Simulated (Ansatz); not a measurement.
# NiO: the cost of one run

Program: Ansatz 0.2.0. Level of theory: DFT PBE+U, scalar-relativistic, plane waves, PAW. These are calculated values, not measurements.

### 1 Starting point

Symmetry: R-3m, No. 166, trigonal system. The conventional cell has a = 2.954 Å, b = 2.954 Å, c = 7.162 Å, α = 90.00°, β = 90.00°, γ = 120.00°. Around Ni (site symmetry -3m) lie 6 O at 2.08 Å. O (site symmetry -3m) has 6 Ni at 2.08 Å as nearest neighbours.

As a file:

```
CELL_PARAMETERS angstrom
2.06065 2.06065 4.14915
4.14915 2.06065 2.06065
2.06065 4.14915 2.06065
ATOMIC_POSITIONS crystal
Ni 0.00000 0.00000 0.00000
Ni 0.50000 0.50000 0.50000
O 0.25000 0.25000 0.25000
O 0.75000 0.75000 0.75000
```

### 2 Single point: NiO, moments +−

input.yaml reads:

```yaml
crystal:
  lattice:
    - [2.06065333, 2.06065333, 4.14915333]
    - [4.14915333, 2.06065333, 2.06065333]
    - [2.06065333, 4.14915333, 2.06065333]
  atoms:
    - { symbol: Ni, position: [0.0, 0.0, 0.0], spin: 1.7 }
    - { symbol: Ni, position: [0.5, 0.5, 0.5], spin: -1.7 }
    - { symbol: O, position: [0.25, 0.25, 0.25] }
    - { symbol: O, position: [0.75, 0.75, 0.75] }
magnetization:
  spin_polarized: true
scf:
  occupations: { method: fixed }
output:
  stress: true
  populations: true
  write_density: true
  write_potential: true
  elf: true
  volumetric_format: npy
hamiltonian:
  xc: pbe
  hubbard: { sites: [{ species: Ni, l: d, u_eff: 5.0 }] }
kpoints:
  mp_grid: { grid: [8, 8, 8] }
```

Command:

```bash
$ ansatz run input.yaml --threads 8 --pin off --max-ram 18432MiB --backend cpu --events-out ev --progress --plain --runs-dir out
```

What time and memory should one allow on 8 threads of Arm Neoverse V1, shared host?

About 2.9 s, with a peak of 0.48 GiB.
